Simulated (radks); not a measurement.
**Valence configurations of Ga**

One table from this session's results is given with a row withheld; the runs are named, their logs left out.

The numbers are computed with radks (a radial shooting solver on a logarithmic mesh, Libxc functionals) version 1 (scalar-relativistic Kohn-Sham, PBEsol, spin-unpolarised, spherical densities, point nucleus), except any that are marked as measured or tabulated.

### The atom as given

| Property | Result |
| --- | --- |
| element | gallium (Z = 31) |
| charge | 0 |
| electrons | 31 |
| configuration | [Ar] 3d10 4s2 4p1 |
| others tried | 3d10 4p3; 3d10 4s1 4p2; 3d9 4s2 4p2; 3d9.5 4s2 4p1.5; 3d10 4s1.5 4p1.5; 3d9 4s1 4p3; 3d8.5 4s1 4p3.5; 3d9 4p4; 3d7.5 4s1 4p4.5 |

Outer shells as boxes (Hund's rule):

Ga
```
[Ar] core
3d [↑↓][↑↓][↑↓][↑↓][↑↓]
4s [↑↓]
4p [↑ ][  ][  ]
```

Set-up of the first run:

Input:

```text
Z 31
configuration [Ar] 3d10 4s2 4p1
relativity scalar-relativistic
functional pbe_sol,pbe_sol
spin unpolarised
nucleus point
c 137.035999084
```

Steps of the session up to this table: [Ar] 3d10 4s2 4p1.

One table of the session follows, with a row left open; its other results are not shown here.

It belongs to the step «[Ar] 3d10 4s2 4p1». Sizes of the orbitals, from the radial functions (bohr):

```
level     <r>  outermost maximum (interpolated)  90 % within  nodes
   1s       ?                                 ?            ?      ?
   2s  0.2180                             0.183        0.337      1
   2p  0.1908                             0.146        0.312      0
   3s  0.6523                             0.565        0.977      2
   3p  0.6795                             0.567         1.05      1
   3d  0.8109                             0.533         1.40      0
   4s   2.340                              1.89         3.58      3
   4p   3.391                              2.54         5.44      2
```

Estimate the missing values for 1s.

The run gave: <r>: 0.04863; outermost maximum (interpolated): 0.0318; 90 % within: 0.0869; nodes: 0. In the column «<r>» it is the lowest.
